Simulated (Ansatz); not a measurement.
# CH₆AlOSi radical: basis-set convergence

One table from this session's results is given with a row withheld; the runs are named, their logs left out.

The runs use Ansatz 0.2.0, Gaussian basis; one geometry, several basis sets.

Plan: PBE0-D4/def2-SVP; ωB97M-V/def2-SVP; PBE0-D4/def2-QZVPP; ωB97M-V/def2-QZVPP; the functionals' def2-TZVPP values are taken from earlier runs.

**Structure used throughout**

The geometry comes from an earlier relaxation with PBE0-D4 in a triple-zeta def2 set; it is a stationary point, not always the lowest conformer.

SMILES `[CH3][Al][O][SiH3]`, 10 atoms, charge 0, spin multiplicity 2.

Atoms are counted from 1 here; the program's logs count them from 0.

Bond lengths: C1–Al2 1.967 Å, C1–H5 1.095 Å, C1–H6 1.095 Å, C1–H7 1.091 Å, Al2–O3 1.696 Å, O3–Si4 1.625 Å, Si4–H8 1.489 Å, Si4–H9 1.487 Å, Si4–H10 1.488 Å. Angles: Al2–C1–H5 108.9°, Al2–C1–H6 109.0°, Al2–C1–H7 113.2°, H5–C1–H6 107.8°, H5–C1–H7 108.9°, H6–C1–H7 108.9°, C1–Al2–O3 116.4°, Al2–O3–Si4 163.5°, O3–Si4–H8 111.1°, O3–Si4–H9 110.0°, O3–Si4–H10 110.0°, H8–Si4–H9 108.5°, H8–Si4–H10 108.5°, H9–Si4–H10 108.7°.

The first run:

Input file in.yaml:

```yaml
crystal:
  periodic: [false, false, false]
  atoms:
    - {symbol: C, position_ang: [0.243845, 1.981760, -1.341353]}
    - {symbol: Al, position_ang: [1.086542, 0.300647, -0.766120]}
    - {symbol: O, position_ang: [0.194202, -0.660681, 0.309096]}
    - {symbol: Si, position_ang: [-0.287918, -1.859424, 1.294042]}
    - {symbol: H, position_ang: [-0.700965, 1.751771, -1.844474]}
    - {symbol: H, position_ang: [0.014824, 2.586093, -0.457746]}
    - {symbol: H, position_ang: [0.869770, 2.565985, -2.016892]}
    - {symbol: H, position_ang: [0.686796, -2.984589, 1.283779]}
    - {symbol: H, position_ang: [-1.610998, -2.377760, 0.854688]}
    - {symbol: H, position_ang: [-0.412997, -1.355001, 2.687877]}
basis:
  gaussian: {orbitals: def2-SVP}
magnetization: {spin_polarized: true, initial_magnetization: 1}
hamiltonian: {xc: pbe0, dispersion: d4}
output: {orbitals: {seedname: orbitals}}
```

Launch:

```sh
$ ansatz run in.yaml --threads 4 --pin off --events-out ev --progress --plain --max-ram 10444MiB
```

Steps of the session up to this table: PBE0-D4 in def2-SVP; ωB97M-V in def2-SVP; PBE0-D4 in def2-QZVPP; ωB97M-V in def2-QZVPP.

One table of the session follows, with a row left open; its other results are not shown here.

It belongs to the step «Density functionals: the series». 

```
functional       basis  HOMO (eV)  LUMO (eV)
   PBE0-D4    def2-SVP      -5.41      -2.11
   PBE0-D4  def2-TZVPP      -5.47      -2.14
   PBE0-D4  def2-QZVPP      -5.49      -2.18
   ωB97M-V    def2-SVP      -7.05      -0.68
   ωB97M-V  def2-TZVPP      -7.12      -0.69
   ωB97M-V  def2-QZVPP          ?          ?
```

**Question.** Estimate the row for ωB97M-V, def2-QZVPP.

As computed: HOMO (eV): -7.16; LUMO (eV): -0.81. In the column «HOMO (eV)» it is the lowest.
